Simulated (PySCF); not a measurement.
# SbH3: a ladder of methods

How much do the numbers for SbH3 (singlet) hang on the method? All levels run at one geometry, the PBE0 minimum.

Program: PySCF 2.14.0. Level of theory: several methods, basis Sb def2-TZVP with ECP28, H def2-TZVP, scalar-relativistic core potentials, no spin–orbit coupling, density fitting. These are calculated values, not measurements.

## Step 1: Starting geometry

4 atoms, charge 0, spin multiplicity 1.

Bond lengths: Sb1–H2 1.708 Å, Sb1–H3 1.708 Å, Sb1–H4 1.708 Å. Angles: H2–Sb1–H3 91.4°, H2–Sb1–H4 91.4°, H3–Sb1–H4 91.4°.

```xyz
4
charge 0 multiplicity 1
Sb    0.0000    0.0000   -0.0235
H     1.4113    0.0000    0.9379
H    -0.7056    1.2222    0.9379
H    -0.7056   -1.2222    0.9379
```

## Step 2: Density, ELF and potential

The plane holds Sb1 at (0.00, 0.00), H2 at (1.71, 0.00), H3 at (-0.04, 1.71) Å. Columns run from x = -1.95 to 4.05 Å, rows from y = 4.05 (top) to -1.95 Å, in steps of 0.3 Å. Electrons inside core potentials are absent.

Density (cut at 5 e/Å³):

Ten steps from '0' (0.000 e/Å³) to '9' (5.000 e/Å³), finer at the low end (step k begins (100^(k/10) - 1)/99 of the way up):
```
000000000000000000000
000000000000000000000
000000000000000000000
000000000000000000000
000000000000000000000
000011111000000000000
000113332100000000000
000124654210000000000
000235775311000000000
001235665321100000000
001245655322110000000
012346776443321000000
012469999655542100000
013479999766763100000
013579999766763100000
013469999655542100000
012356776443321000000
011234544322110000000
001123332211000000000
000111111100000000000
000000000000000000000
```

ELF (0 where the density is under 0.005 e/Å³):

Ten even steps from '0' (0.00) to '9' (1.00):
```
000000000000000000000
000000000000000000000
000000000000000000000
000007886000000000000
000699999840000000000
005999999972000000000
006999999982000000000
016999999972000000000
014899999951000000000
013689999731123200000
013465555433688850000
134422221248999980000
355425775159999996000
576437117259999998000
687437117259999998000
788624775259999996000
788742332258999990000
788876444446899850000
688888776432455400000
068888875311110000000
006777753200000000000
```

Highest occupied orbital at -7.53 eV (sign arbitrary; one member if degenerate):

Ten even steps from '0' (-0.37 Å^-3/2) to '9' (0.43 Å^-3/2):
```
444444444444444444444
444444444444444444444
444444444444444444444
444444555444444444444
444455555554444444444
444555555555444444444
444555666555544444444
444556776655554444444
444556887655555444444
444456777665555544444
444445666666555554444
433334456666665554444
332223434667766555444
322115633567876555444
321006964457876555444
321002653356665554444
322100012345555554444
332110012344555544444
333221122334444444444
433322223344444444444
443333333344444444444
```

Values on the line from Sb1 (at 0) through H2 (at 1.708 Å):

```csv
distance (Å),density (e/Å³),ELF,electrostatic potential (V)
0.77,1.71,0.236,40.8
0.94,0.894,0.263,22.5
1.11,0.811,0.722,14.6
1.28,0.958,0.972,15.2
1.45,1.32,0.998,31.4
1.62,2.05,1,140
1.88,1.27,1,56.9
2.05,0.604,1,18.1
2.22,0.291,0.999,7.41
2.39,0.143,0.999,3.31
2.56,0.0727,0.998,1.54
2.73,0.038,0.996,0.73
```

Making the fields ran for 0.5 s (2 threads of Intel Xeon 6975P-C (Granite Rapids), shared host).

## Step 3: PBE0

The steps are one call of a driver around PySCF; scf.py gives each level's set-up. Each SCF starts from the density of the minimum. The driver also runs the species with one electron less or more at the same geometry; their logs are not shown.

The input, scf.py:

```python
from pyscf import gto, scf, dft
mol = gto.M(atom='''
Sb     0.000000     0.000000    -0.023453
H      1.411276     0.000002     0.937858
H     -0.705640     1.222200     0.937857
H     -0.705637    -1.222202     0.937856''',
    basis={'Sb': 'def2-TZVP', 'H': 'def2-TZVP'},
    ecp={'Sb': 'def2-TZVP'},
    charge=0, spin=0)
mf = dft.RKS(mol, xc='PBE0')
mf.grids.atom_grid = (75, 302)
aux = {'Sb': 'def2-universal-JKFIT', 'H': 'def2-universal-JKFIT'}
mf = mf.density_fit(auxbasis=aux)
mf.conv_tol = 1e-08
mf.diis_space = 10
mf.max_cycle = 60
mf.verbose = 4
mf.kernel()
```

Started as:

```console
> OMP_NUM_THREADS=2 python axn.py task.json out
```

What it wrote:

```text
init E= -242.029944700952
  HOMO = -0.276539434821037  LUMO = -0.00447743830480133  gap/eV = 7.40318
cycle= 1 E= -242.029944700952  delta_E= 6.82e-13  |g|= 1.1e-05  |ddm|= 2.2e-05
  HOMO = -0.276541305597649  LUMO = -0.00447828928844241  gap/eV = 7.40321
Extra cycle  E= -242.029944700949  delta_E= 2.16e-12  |g|= 1.16e-05  |ddm|= 2.24e-05
converged SCF energy = -242.029944700949
```

This level, with the species of one electron less or more, took 1 s.

```
energy                        : -242.029945 Eh
one electron less (charge +1) : -241.667066 Eh (doublet, ⟨S²⟩ 0.75)
Mulliken charge of Sb1        : +0.01 e
```

## Step 4: HF

Changes to scf.py since step 3:

```diff
@@ -10,2 +10 @@
-mf = dft.RKS(mol, xc='PBE0')
-mf.grids.atom_grid = (75, 302)
+mf = scf.RHF(mol)
```

What it wrote:

```text
init E= -240.96906521258
  HOMO = -0.34996108851438  LUMO = 0.0966274654520675  gap/eV = 12.15229
cycle= 1 E= -240.979027779211  delta_E= -0.00996  |g|= 0.0416  |ddm|= 0.387
  HOMO = -0.35914327837456  LUMO = 0.0926683028466961  gap/eV = 12.29442
cycle= 2 E= -240.979759923618  delta_E= -0.000732  |g|= 0.0116  |ddm|= 0.0964
  HOMO = -0.360302982957682  LUMO = 0.092840119619211  gap/eV = 12.33065
cycle= 3 E= -240.979857491148  delta_E= -9.76e-05  |g|= 0.00197  |ddm|= 0.0377
  HOMO = -0.360233803623591  LUMO = 0.0929982379532723  gap/eV = 12.33307
cycle= 4 E= -240.979861021091  delta_E= -3.53e-06  |g|= 0.00067  |ddm|= 0.00663
  HOMO = -0.360294779481348  LUMO = 0.093004004456904  gap/eV = 12.33489
cycle= 5 E= -240.979861288719  delta_E= -2.68e-07  |g|= 0.000101  |ddm|= 0.00205
  HOMO = -0.360283818843567  LUMO = 0.0930099554162395  gap/eV = 12.33475
cycle= 6 E= -240.97986129514  delta_E= -6.42e-09  |g|= 1.4e-05  |ddm|= 0.000333
  HOMO = -0.360288337894898  LUMO = 0.0930070494681126  gap/eV = 12.33480
Extra cycle  E= -240.979861295206  delta_E= -6.6e-11  |g|= 4.55e-06  |ddm|= 2.58e-05
converged SCF energy = -240.979861295206
```

This level, with the species of one electron less or more, took under 0.5 s.

| Item | Value |
| --- | --- |
| energy | -240.979861 Eh |
| one electron less (charge +1) | -240.649661 Eh (doublet, ⟨S²⟩ 0.76) |
| Mulliken charge of Sb1 | +0.12 e |

## Step 5: PBE

Changes to scf.py since step 4:

```diff
@@ -10 +10,2 @@
-mf = scf.RHF(mol)
+mf = dft.RKS(mol, xc='PBE')
+mf.grids.atom_grid = (75, 302)
```

What it wrote:

```text
init E= -242.014033979945
  HOMO = -0.238612269887021  LUMO = -0.032092092649934  gap/eV = 5.61970
cycle= 1 E= -242.015363704479  delta_E= -0.00133  |g|= 0.0194  |ddm|= 0.198
  HOMO = -0.23971352093513  LUMO = -0.0327161529569727  gap/eV = 5.63269
cycle= 2 E= -242.015379311721  delta_E= -1.56e-05  |g|= 0.0145  |ddm|= 0.0316
  HOMO = -0.239039342733258  LUMO = -0.0323153803582348  gap/eV = 5.62525
cycle= 3 E= -242.015402394156  delta_E= -2.31e-05  |g|= 0.00179  |ddm|= 0.0168
  HOMO = -0.239264285011909  LUMO = -0.0324791621026281  gap/eV = 5.62691
cycle= 4 E= -242.015403261915  delta_E= -8.68e-07  |g|= 0.000399  |ddm|= 0.00341
  HOMO = -0.239231349373745  LUMO = -0.0324713408971004  gap/eV = 5.62623
cycle= 5 E= -242.015403328725  delta_E= -6.68e-08  |g|= 0.000165  |ddm|= 0.000689
  HOMO = -0.239233074395237  LUMO = -0.0324701656177271  gap/eV = 5.62631
cycle= 6 E= -242.0154033335  delta_E= -4.77e-09  |g|= 1.02e-05  |ddm|= 0.00011
  HOMO = -0.239231702524459  LUMO = -0.0324681695240264  gap/eV = 5.62632
Extra cycle  E= -242.015403333515  delta_E= -1.43e-11  |g|= 9.67e-06  |ddm|= 3.54e-05
converged SCF energy = -242.015403333515
```

This level, with the species of one electron less or more, took 2 s.

- energy: -242.015403 Eh
- one electron less (charge +1): -241.653385 Eh (doublet, ⟨S²⟩ 0.75)
- Mulliken charge of Sb1: +0.03 e

## Step 6: B3LYP

Changes to scf.py since step 5:

```diff
@@ -10 +10 @@
-mf = dft.RKS(mol, xc='PBE')
+mf = dft.RKS(mol, xc='B3LYP')
```

What it wrote:

```text
init E= -242.117450133139
  HOMO = -0.268979332090593  LUMO = -0.0123667597121662  gap/eV = 6.98278
cycle= 1 E= -242.118158316478  delta_E= -0.000708  |g|= 0.0129  |ddm|= 0.161
  HOMO = -0.272416223528667  LUMO = -0.0144040802831067  gap/eV = 7.02087
cycle= 2 E= -242.118163563258  delta_E= -5.25e-06  |g|= 0.0143  |ddm|= 0.0438
  HOMO = -0.270905000175368  LUMO = -0.0136445547855701  gap/eV = 7.00041
cycle= 3 E= -242.118219864835  delta_E= -5.63e-05  |g|= 0.0012  |ddm|= 0.0192
  HOMO = -0.270892674023394  LUMO = -0.0136520730628322  gap/eV = 6.99987
cycle= 4 E= -242.118220142037  delta_E= -2.77e-07  |g|= 0.000199  |ddm|= 0.00143
  HOMO = -0.270918422290322  LUMO = -0.0136812273630371  gap/eV = 6.99978
cycle= 5 E= -242.118220146412  delta_E= -4.37e-09  |g|= 9.57e-05  |ddm|= 0.000364
  HOMO = -0.270926742498643  LUMO = -0.0136823033276157  gap/eV = 6.99998
Extra cycle  E= -242.118220146571  delta_E= -1.59e-10  |g|= 9.64e-05  |ddm|= 0.000166
converged SCF energy = -242.118220146571
```

This level, with the species of one electron less or more, ran for 2 s (2 threads of Intel Xeon 6975P-C (Granite Rapids), shared host).

* energy: -242.118220 Eh
* one electron less (charge +1): -241.750758 Eh (doublet, ⟨S²⟩ 0.75)
* Mulliken charge of Sb1: +0.11 e

## Step 7: r2SCAN

Changes to scf.py since step 6:

```diff
@@ -10,2 +10,2 @@
-mf = dft.RKS(mol, xc='B3LYP')
-mf.grids.atom_grid = (75, 302)
+mf = dft.RKS(mol, xc='R2SCAN')
+mf.grids.atom_grid = (90, 434)
```

What it wrote:

```text
init E= -242.118320554238
  HOMO = -0.250005915756644  LUMO = -0.0241206955050962  gap/eV = 6.14665
cycle= 1 E= -242.118971280832  delta_E= -0.000651  |g|= 0.00846  |ddm|= 0.14
  HOMO = -0.247801333804526  LUMO = -0.0225536417982871  gap/eV = 6.12930
cycle= 2 E= -242.118967181551  delta_E= 4.1e-06  |g|= 0.00916  |ddm|= 0.0222
  HOMO = -0.248575810442619  LUMO = -0.0229901022084213  gap/eV = 6.13850
cycle= 3 E= -242.118983714498  delta_E= -1.65e-05  |g|= 0.000688  |ddm|= 0.0102
  HOMO = -0.248525689893896  LUMO = -0.0229933963875789  gap/eV = 6.13705
cycle= 4 E= -242.118983901006  delta_E= -1.87e-07  |g|= 0.000182  |ddm|= 0.00149
  HOMO = -0.248539756162783  LUMO = -0.0230014418228149  gap/eV = 6.13721
cycle= 5 E= -242.118983913308  delta_E= -1.23e-08  |g|= 4.11e-05  |ddm|= 0.000259
  HOMO = -0.24854077567996  LUMO = -0.0230021518308419  gap/eV = 6.13722
cycle= 6 E= -242.118983913566  delta_E= -2.57e-10  |g|= 8.03e-06  |ddm|= 4.63e-05
  HOMO = -0.248538405082169  LUMO = -0.0230002646437353  gap/eV = 6.13721
Extra cycle  E= -242.118983913563  delta_E= 2.1e-12  |g|= 9.05e-06  |ddm|= 3.11e-05
converged SCF energy = -242.118983913563
```

This level, with the species of one electron less or more, took 5.5 s.

| Quantity | Value |
| --- | --- |
| energy | -242.118984 Eh |
| one electron less (charge +1) | -241.755892 Eh (doublet, ⟨S²⟩ 0.75) |
| Mulliken charge of Sb1 | +0.06 e |

## Step 8: TPSSh

Changes to scf.py since step 7:

```diff
@@ -10 +10 @@
-mf = dft.RKS(mol, xc='R2SCAN')
+mf = dft.RKS(mol, xc='TPSSH')
```

What it wrote:

```text
init E= -241.955096468174
  HOMO = -0.258397415178525  LUMO = -0.0188767706519337  gap/eV = 6.51769
cycle= 1 E= -241.955454142453  delta_E= -0.000358  |g|= 0.0279  |ddm|= 0.0908
  HOMO = -0.260798624654671  LUMO = -0.0196431117086577  gap/eV = 6.56218
cycle= 2 E= -241.955428551917  delta_E= 2.56e-05  |g|= 0.0294  |ddm|= 0.0688
  HOMO = -0.258172557895668  LUMO = -0.0181995311727719  gap/eV = 6.53000
cycle= 3 E= -241.955608131273  delta_E= -0.00018  |g|= 0.00213  |ddm|= 0.0375
  HOMO = -0.258369141090361  LUMO = -0.0183084108150012  gap/eV = 6.53239
cycle= 4 E= -241.955608824965  delta_E= -6.94e-07  |g|= 0.000334  |ddm|= 0.00163
  HOMO = -0.258413454562211  LUMO = -0.0183548093323445  gap/eV = 6.53233
cycle= 5 E= -241.955608847382  delta_E= -2.24e-08  |g|= 6.77e-05  |ddm|= 0.000451
  HOMO = -0.258411728631408  LUMO = -0.018350952917882  gap/eV = 6.53239
cycle= 6 E= -241.955608849001  delta_E= -1.62e-09  |g|= 8.99e-06  |ddm|= 8.93e-05
  HOMO = -0.258407433955311  LUMO = -0.0183480449912054  gap/eV = 6.53235
Extra cycle  E= -241.955608849001  delta_E= 3.41e-13  |g|= 1.1e-05  |ddm|= 3.47e-05
converged SCF energy = -241.955608849001
```

This level, with the species of one electron less or more, took 5.9 s.

```
energy                        : -241.955609 Eh
one electron less (charge +1) : -241.591612 Eh (doublet, ⟨S²⟩ 0.75)
Mulliken charge of Sb1        : +0.06 e
```

## Step 9: HSE06

Changes to scf.py since step 8:

```diff
@@ -10,2 +10,2 @@
-mf = dft.RKS(mol, xc='TPSSH')
-mf.grids.atom_grid = (90, 434)
+mf = dft.RKS(mol, xc='HSE06')
+mf.grids.atom_grid = (75, 302)
```

What it wrote:

```text
init E= -242.030296069916
  HOMO = -0.261384104603364  LUMO = -0.0182175177290589  gap/eV = 6.61690
cycle= 1 E= -242.030308941641  delta_E= -1.29e-05  |g|= 0.00239  |ddm|= 0.0212
  HOMO = -0.262444864716596  LUMO = -0.0188899086953343  gap/eV = 6.62747
cycle= 2 E= -242.0303089466  delta_E= -4.96e-09  |g|= 0.00274  |ddm|= 0.00864
  HOMO = -0.262092503288626  LUMO = -0.0187030162087681  gap/eV = 6.62297
cycle= 3 E= -242.030311217358  delta_E= -2.27e-06  |g|= 0.000219  |ddm|= 0.00382
  HOMO = -0.262044757641352  LUMO = -0.0186719028752039  gap/eV = 6.62251
cycle= 4 E= -242.030311237425  delta_E= -2.01e-08  |g|= 4.59e-05  |ddm|= 0.000421
  HOMO = -0.262047686083454  LUMO = -0.0186749041319259  gap/eV = 6.62251
cycle= 5 E= -242.030311237838  delta_E= -4.13e-10  |g|= 1.35e-05  |ddm|= 6.2e-05
  HOMO = -0.262048133343038  LUMO = -0.0186749955679098  gap/eV = 6.62252
Extra cycle  E= -242.030311237841  delta_E= -2.73e-12  |g|= 1.21e-05  |ddm|= 1.88e-05
converged SCF energy = -242.030311237841
```

This level, with the species of one electron less or more, took 2.7 s.

| Item | Value |
| --- | --- |
| energy | -242.030311 Eh |
| one electron less (charge +1) | -241.666169 Eh (doublet, ⟨S²⟩ 0.75) |
| Mulliken charge of Sb1 | +0.02 e |

## Step 10: r2SCAN0

Changes to scf.py since step 9:

```diff
@@ -10,2 +10,2 @@
-mf = dft.RKS(mol, xc='HSE06')
-mf.grids.atom_grid = (75, 302)
+mf = dft.RKS(mol, xc='HYB_MGGA_XC_R2SCAN0')
+mf.grids.atom_grid = (90, 434)
```

What it wrote:

```text
init E= -242.087669312696
  HOMO = -0.283838523894627  LUMO = 0.000772052236700465  gap/eV = 7.74465
cycle= 1 E= -242.087829346938  delta_E= -0.00016  |g|= 0.0118  |ddm|= 0.0613
  HOMO = -0.282389128883993  LUMO = 0.00177885725671848  gap/eV = 7.73260
cycle= 2 E= -242.087835257053  delta_E= -5.91e-06  |g|= 0.00871  |ddm|= 0.0249
  HOMO = -0.283120414533124  LUMO = 0.00140063433108737  gap/eV = 7.74221
cycle= 3 E= -242.087845987017  delta_E= -1.07e-05  |g|= 0.000745  |ddm|= 0.00964
  HOMO = -0.2829615222955  LUMO = 0.00150882158899856  gap/eV = 7.74083
cycle= 4 E= -242.087846152952  delta_E= -1.66e-07  |g|= 0.000166  |ddm|= 0.00146
  HOMO = -0.282963710874986  LUMO = 0.00151791417632079  gap/eV = 7.74114
cycle= 5 E= -242.087846160571  delta_E= -7.62e-09  |g|= 5.1e-05  |ddm|= 0.000298
  HOMO = -0.282969902753909  LUMO = 0.00151332154211442  gap/eV = 7.74118
Extra cycle  E= -242.087846160803  delta_E= -2.31e-10  |g|= 3.96e-05  |ddm|= 8.64e-05
converged SCF energy = -242.087846160803
```

This level, with the species of one electron less or more, ran for 5.5 s (2 threads of Intel Xeon 6975P-C (Granite Rapids), shared host).

- energy: -242.087846 Eh
- one electron less (charge +1): -241.724436 Eh (doublet, ⟨S²⟩ 0.75)
- Mulliken charge of Sb1: +0.04 e

## Step 11: The ladder

| level | atomisation energy (kJ/mol) | vertical ionisation energy (eV) | −ε(HOMO) (eV) | gap (eV) | dipole (D) | wall time |
| --- | --- | --- | --- | --- | --- | --- |
| PBE0 | 798 | 9.87 | 7.53 | 7.40 | 0.31 | 1 s |
| HF | 533 | 8.99 | 9.80 | 12.33 | 0.36 | under 0.5 s |
| PBE | 811 | 9.85 | 6.51 | 5.63 | 0.35 | 2 s |
| B3LYP | 835 | 10.00 | 7.37 | 7.00 | 0.44 | 2 s |
| r2SCAN | 811 | 9.88 | 6.76 | 6.14 | 0.30 | 5.5 s |
| TPSSh | 850 | 9.90 | 7.03 | 6.53 | 0.37 | 5.9 s |
| HSE06 | 805 | 9.91 | 7.13 | 6.62 | 0.33 | 2.7 s |
| r2SCAN0 | 799 | 9.89 | 7.70 | 7.74 | 0.30 | 5.5 s |

Times are for 2 threads of Intel Xeon 6975P-C (Granite Rapids), shared host; PBE0 starts from its own converged density, so its time is not comparable. A dash stands where a species or a free atom was not run at that level, or the quantity is not defined.

Atomisation goes to high-spin atoms in their ground configurations, run at the same level, without zero-point energy.

## Step 12: Outcome

```
                         quantity                           value
        atomisation energy, range  533 (HF) to 850 (TPSSh) kJ/mol
vertical ionisation energy, range   8.99 (HF) to 10.00 (B3LYP) eV
               orbital gap, range     5.63 (PBE) to 12.33 (HF) eV
```

What this shows: The atomisation energy spreads over 316 kJ/mol, from HF to TPSSh; without a CCSD(T) value for it there is no yardstick here.  Spin–orbit coupling is left out.
